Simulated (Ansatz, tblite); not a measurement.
# SiGe2H8: isomers side by side, part 2 of 2

Aim: relax some chosen isomers of SiGe2H8, and see how the levels of theory order them.

Ansatz 0.2.0, Gaussian basis; relaxed with PBE0-D4/def2-SVP, singlet.

### Step 14. Candidate A, PBE-D4/def2-SVP

File in.yaml:

```yaml
crystal:
  periodic: [false, false, false]
  atoms:
    - {symbol: Ge, position_ang: [-0.845904, -0.017339, 1.811528]}
    - {symbol: Ge, position_ang: [1.429133, 0.017718, -1.398185]}
    - {symbol: Si, position_ang: [-0.806397, 0.001481, -0.571955]}
    - {symbol: H, position_ang: [0.073613, -1.129416, 2.350968]}
    - {symbol: H, position_ang: [-2.271426, -0.263396, 2.341012]}
    - {symbol: H, position_ang: [-0.346473, 1.332783, 2.359568]}
    - {symbol: H, position_ang: [2.154218, -1.274713, -0.977892]}
    - {symbol: H, position_ang: [2.203804, 1.217851, -0.821591]}
    - {symbol: H, position_ang: [1.452246, 0.114082, -2.935464]}
    - {symbol: H, position_ang: [-1.531228, 1.213293, -1.067489]}
    - {symbol: H, position_ang: [-1.511606, -1.212325, -1.090491]}
basis:
  gaussian: {orbitals: def2-SVP, initial_orbitals: start.molden}
hamiltonian: {xc: pbe, dispersion: d4}
scf: {omitted_lower_state_checks: [starts]}
output: {orbitals: {seedname: orbitals}}
```

Started as:

```
> ansatz run in.yaml --threads 2 --pin off --events-out ev --progress --plain --max-ram 4352MiB
```

Log:

```text
Functional definition: PBE
  name "PBE"
  cite "Perdew, Burke & Ernzerhof, Phys. Rev. Lett. 77, 3865 (1996) doi:10.1103/PhysRevLett.77.3865"
  parent pbe
  parameter kappa = 0.804
  parameter beta = 0.06672455060314922
  exchange = pbe_x(kappa = kappa, mu = beta*pi^2/3)
  correlation = pbe_c(beta = beta)
these checks for a lower state are left out or cut short: starts
1362 factors; their error is unknown
mean field evaluation 1: about -121005.6710 eV, gradient 8.8e0 eV
mean field evaluation 2: about -121005.8151 eV, gradient 1.5e-1 eV
mean field evaluation 4: about -121005.7160 eV, gradient 1.1e-4 eV
mean field -121005.71601666 eV, -4446.8780429922 hartree, gradient 2.6e-5 eV, S^2 0.000000; 0 other end points of the search recorded, 0 dependent functions left out
reference -121005.71606055 eV, -4446.8780446051 hartree; 43, 43 occupied and 79, 79 virtual orbitals, 1362 factors
Total energy: -121005.95318325 eV, -4446.8867587037 hartree
Checks for a lower state left out: starts
```

Wall time 2.1 s (2 threads of Arm Neoverse V1, shared host).

From the report: HOMO -6.90 eV, LUMO -0.75 eV.

### Step 15. Candidate A, PBE0-D4/def2-SVP

Edit in.yaml of step 14 so:

```diff
@@ -16,3 +16,3 @@
   gaussian: {orbitals: def2-SVP, initial_orbitals: start.molden}
-hamiltonian: {xc: pbe, dispersion: d4}
+hamiltonian: {xc: pbe0, dispersion: d4}
 scf: {omitted_lower_state_checks: [starts]}
```

The command is unchanged.

Log:

```text
Functional definition: PBE0
  name "PBE0"
  cite "Adamo & Barone, J. Chem. Phys. 110, 6158 (1999) doi:10.1063/1.478522"
  cite "Perdew, Burke & Ernzerhof, Phys. Rev. Lett. 77, 3865 (1996) doi:10.1103/PhysRevLett.77.3865"
  parent pbe
  parameter a = 0.25
  parameter kappa = 0.804
  parameter beta = 0.06672455060314922
  exchange = (1 - a)*pbe_x(kappa = kappa, mu = beta*pi^2/3) + a*exact_x
  correlation = pbe_c(beta = beta)
these checks for a lower state are left out or cut short: starts
1209 factors; integrals over basis functions are off by at most 1.4e-3 eV
mean field evaluation 1: about -121009.8147 eV, gradient 3.3e0 eV
mean field evaluation 2: about -121009.8389 eV, gradient 2.4e-2 eV
mean field evaluation 4: about -121009.8817 eV, gradient 2.5e-4 eV
mean field -121009.88174358 eV, -4447.0311306327 hartree, gradient 1.3e-5 eV, S^2 0.000000; 0 other end points of the search recorded, 0 dependent functions left out
reference -121009.88177667 eV, -4447.0311318489 hartree; 43, 43 occupied and 79, 79 virtual orbitals, 1209 factors
Total energy: -121010.08601321 eV, -4447.0386374032 hartree
Checks for a lower state left out: starts
```

Run time: 3.5 s. Hardware: 2 threads of Arm Neoverse V1, shared host.

HOMO -7.97 eV, LUMO 0.04 eV.

### Step 16. Candidate A, HF/STO-3G

Edit in.yaml of step 15 so:

```diff
@@ -15,4 +15,4 @@
 basis:
-  gaussian: {orbitals: def2-SVP, initial_orbitals: start.molden}
-hamiltonian: {xc: pbe0, dispersion: d4}
+  gaussian: {orbitals: STO-3G}
+hamiltonian: {xc: hf}
 scf: {omitted_lower_state_checks: [starts]}
```

Same command.

Log:

```text
Functional definition: HF
  name "HF"
  cite "Fock, Z. Phys. 61, 126 (1930) doi:10.1007/BF01340294"
  parent pbe
  exchange = exact_x
  correlation = 0
these checks for a lower state are left out or cut short: starts
566 factors; integrals over basis functions are off by at most 3.3e-5 eV
mean field evaluation 1: about -119561.2000 eV, gradient 1.1e1 eV
mean field evaluation 2: about -119561.2086 eV, gradient 1.1e1 eV
mean field evaluation 4: about -119561.8384 eV, gradient 6.8e-1 eV
mean field evaluation 8: about -119561.8416 eV, gradient 1.8e-5 eV
mean field -119561.84158704 eV, -4393.8166363968 hartree, gradient 1.9e-5 eV, S^2 0.000000; 0 other end points of the search recorded, 0 dependent functions left out
reference -119561.84158704 eV, -4393.8166363968 hartree; 43, 43 occupied and 10, 10 virtual orbitals, 566 factors
Total energy: -119561.84158704 eV, -4393.8166363968 hartree
Checks for a lower state left out: starts
```

Run time: 0.35 s. Hardware: 2 threads of Arm Neoverse V1, shared host.

HOMO -8.14 eV, LUMO 9.89 eV.

### Step 17. Candidate A, CCSD(T)/def2-SVP

Edit in.yaml of step 16 so:

```diff
@@ -15,4 +15,4 @@
 basis:
-  gaussian: {orbitals: STO-3G}
-hamiltonian: {xc: hf}
+  gaussian: {orbitals: def2-SVP, initial_orbitals: start.molden}
+correlation: {method: ccsd_t}
 scf: {omitted_lower_state_checks: [starts]}
```

Launched as before.

Log (excerpt; [...] marks lines left out):

```text
Functional definition: HF
  name "HF"
  cite "Fock, Z. Phys. 61, 126 (1930) doi:10.1007/BF01340294"
  parent pbe
[...]
1209 factors; integrals over basis functions are off by at most 1.4e-3 eV
[...]
mean field -120919.11328863 eV, -4443.6954514383 hartree, gradient 9.4e-7 eV, S^2 0.000000; 0 other end points of the search recorded, 0 dependent functions left out
23 core orbitals not correlated: weight in the atoms' cores, before any rotation towards them, 1.000 or more for the frozen orbitals, at most 0.000 for the correlated occupied ones
reference -120919.11328863 eV, -4443.6954514383 hartree; 20, 20 occupied and 79, 79 virtual orbitals, 1209 factors
second order -15.75933974 eV of doubles, -0.00000000 eV of singles
cycle   1  -16.19820844 eV  change   -4.4e-1 eV  update   1.1e-1
[...]
cycle   8  -16.93169412 eV  change   -2.1e-5 eV  update   1.4e-5
perturbative correction -0.47578036 eV, -0.0174846059 hartree
Total energy: -120936.52076311 eV, -4444.3351643263 hartree
Checks for a lower state left out: starts
```

Run time: 21 s. Hardware: 2 threads of Arm Neoverse V1, shared host; peak memory 0.61 GiB.

Report: Hartree-Fock HOMO -10.39 eV, LUMO 3.21 eV; T1 0.010.

### Step 18. Candidate A, MP2/def2-TZVP

Edit in.yaml of step 17 so:

```diff
@@ -15,4 +15,4 @@
 basis:
-  gaussian: {orbitals: def2-SVP, initial_orbitals: start.molden}
-correlation: {method: ccsd_t}
+  gaussian: {orbitals: def2-TZVP, initial_orbitals: start.molden}
+correlation: {method: mp2}
 scf: {omitted_lower_state_checks: [starts]}
```

Launched as before.

Log:

```text
Functional definition: HF
  name "HF"
  cite "Fock, Z. Phys. 61, 126 (1930) doi:10.1007/BF01340294"
  parent pbe
  exchange = exact_x
  correlation = 0
these checks for a lower state are left out or cut short: starts
1264 factors; integrals over basis functions are off by at most 1.3e-3 eV
mean field evaluation 1: about -120935.0690 eV, gradient 3.7e1 eV
mean field evaluation 2: about -120936.1200 eV, gradient 1.3e0 eV
mean field evaluation 4: about -120936.2615 eV, gradient 6.0e-1 eV
mean field evaluation 8: about -120936.2628 eV, gradient 5.4e-5 eV
mean field -120936.26278366 eV, -4444.3256837564 hartree, gradient 1.6e-6 eV, S^2 0.000000; 0 other end points of the search recorded, 0 dependent functions left out
23 core orbitals not correlated: weight in the atoms' cores, before any rotation towards them, 1.000 or more for the frozen orbitals, at most 0.000 for the correlated occupied ones
reference -120936.26278366 eV, -4444.3256837564 hartree; 20, 20 occupied and 138, 138 virtual orbitals, 1264 factors
second order -17.25379612 eV of doubles, -0.00000000 eV of singles
Total energy: -120953.51657978 eV, -4444.9597490688 hartree
Checks for a lower state left out: starts
```

Wall time 4.6 s (2 threads of Arm Neoverse V1, shared host).

Hartree-Fock HOMO -10.33 eV, LUMO 2.99 eV.

### Step 19. A against B

The energies of B at these levels come from its own runs, whose logs aren't repeated here.

```tsv
method	A above B (kJ/mol)	from CCSD(T)/def2-SVP (kJ/mol)	time
GFN1-xTB	67.8	+54.8	0.012 s
GFN2-xTB	30.5	+17.5	0.009 s
HF/STO-3G	13.5	+0.5	0.7 s
HF/def2-SVP	14.5	+1.5	
HF/def2-TZVP	16.9	+3.9	
PBE-D4/def2-SVP	10.0	-3.0	4.2 s
PBE-D4/def2-TZVP	11.4	-1.6	8.6 s
revPBE-D4/def2-TZVP	11.1	-1.9	6.8 s
r2SCAN-D4/def2-TZVP	12.6	-0.4	14 s
B97M-V/def2-TZVP	5.1	-7.9	36 s
r2SCANh-D4/def2-TZVP	13.0	0.0	19 s
PBE0-D4/def2-SVP	10.3	-2.7	7 s
PBE0-D4/def2-TZVP	12.0	-1.0	11 s
MP2/def2-SVP	14.6	+1.6	
MP2/def2-TZVP	19.1	+6.1	9.1 s
CCSD/def2-SVP	13.3	+0.3	
CCSD(T)/def2-SVP	13.0	0	42 s
```

Among the levels timed on like hardware and quicker than the yardstick, those that no quicker one beats, quickest first: GFN2-xTB (0.009 s, +17.5 kJ/mol); HF/STO-3G (0.7 s, +0.5 kJ/mol); r2SCAN-D4/def2-TZVP (14 s, -0.4 kJ/mol); r2SCANh-D4/def2-TZVP (19 s, 0.0 kJ/mol).

Times add the two runs; a level without a time comes out of a correlated run.

### Step 20. What came out

This closing draws on all 2 parts.

| quantity | value |
| --- | --- |
| A above B, CCSD(T)/def2-SVP | +13.0 kJ/mol |
| levels that put A lower | none |

All levels free of doubt put B (C1) below A (C1), by 5.1 to 67.8 kJ/mol. The yardstick is in a double-zeta basis, so levels in larger sets aren't compared like for like. CCSD(T)/def2-SVP isn't at the basis-set limit; small misses against it rank nothing. Only these isomers were run, one conformer each; others of the formula can lie lower. Only singlets are compared; another spin may lie lower and prefer another shape.
